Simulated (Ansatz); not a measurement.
SrC2, space group R-3m: relaxations under a series of pressures, run with Ansatz 0.2.0 through its Python package.

`src2.py`:
```python
# -*- coding: utf-8 -*-
"""Volume and enthalpy of SrC2 against pressure."""

import ansatz as az
import numpy as np

params = {
    "xc": "r2SCAN",
}

def edges_and_angles(cell):
    cell = np.asarray(cell)
    a, b, c = np.linalg.norm(cell, axis=1)
    cosines = cell[1] @ cell[2] / (b * c), cell[0] @ cell[2] / (a * c), cell[0] @ cell[1] / (a * b)
    return (a, b, c, *np.degrees(np.arccos(cosines)))

crystal = (
    az.Lattice.from_parameters(3.710785, 3.710785, 3.710785, alpha=85.43448, beta=85.43448, gamma=85.43448)
    .atom("Sr", (0.0, 0.0, 0.0))
    .atom("C", (0.591558, 0.591558, 0.591558))
    .atom("C", (0.408442, 0.408442, 0.408442))
)

setup = (
    crystal.calculation()
    .functional(params["xc"])
    .kpoints(6)
    .occupations(az.OccupationsMethod.FIXED)
)

# H = F + PV, with 1 GPa A^3 = 1/160.21766 eV
rows = []
for pressure in [0, 10, 20, 30, 40]:
    out = setup.relax(cell=True, pressure=pressure, max_steps=40).run()
    cell = out.lattice.cell_ang
    n_atoms = len(out.lattice.sites)
    volume = abs(np.linalg.det(cell)) / n_atoms
    enthalpy = out.report["free_energy_ev"] / n_atoms + pressure * volume / 160.21766
    rows.append((pressure, volume, enthalpy, *edges_and_angles(cell)))
    print(f"{pressure} GPa done: {volume:.4f} A^3/atom")

print(" P (GPa)  V (A^3/atom)  H (eV/atom)     a       b       c")
for row in rows:
    print("{:8.1f} {:12.4f} {:14.5f} {:7.4f} {:7.4f} {:7.4f}".format(*row[:6]))
p, v = np.array([row[0] for row in rows], float), np.array([row[1] for row in rows])
print("mean bulk modulus between rows (GPa):", np.round(-np.diff(p) / np.diff(np.log(v)), 1))
```

From its runs, with one value withheld:

| P (GPa) | relaxed V (Å³/atom) |
| --- | --- |
| 0 | 16.610 |
| 10 | 14.524 |
| 20 | 13.302 |
| 30 | 12.444 |
| 40 | ? |

What volume does the cell relax to at 40 GPa?

Murnaghan's form V = V0 (1 + B' P / B0)^(-1/B') through the 4 rows shown gives V0 = 16.610 Å³, B0 = 57.4 GPa and B' = 3.78, and so 11.804 Å³ an atom at 40 GPa. The run gave 11.783 Å³, 0.18 % away.

Notes:
- At a fixed pressure a relaxation lowers the enthalpy F + PV, while F alone can rise.
- The structure comes from a database of computed cells and needn't be a stable or known phase.
- Symmetry holds the cell in this phase, whether or not it is the stable one at each pressure.
- Timing: 80 s on 1 thread of Intel(R) Xeon(R) Processor @ 2.30GHz, with other jobs on the host, peak memory 0.65 GiB.
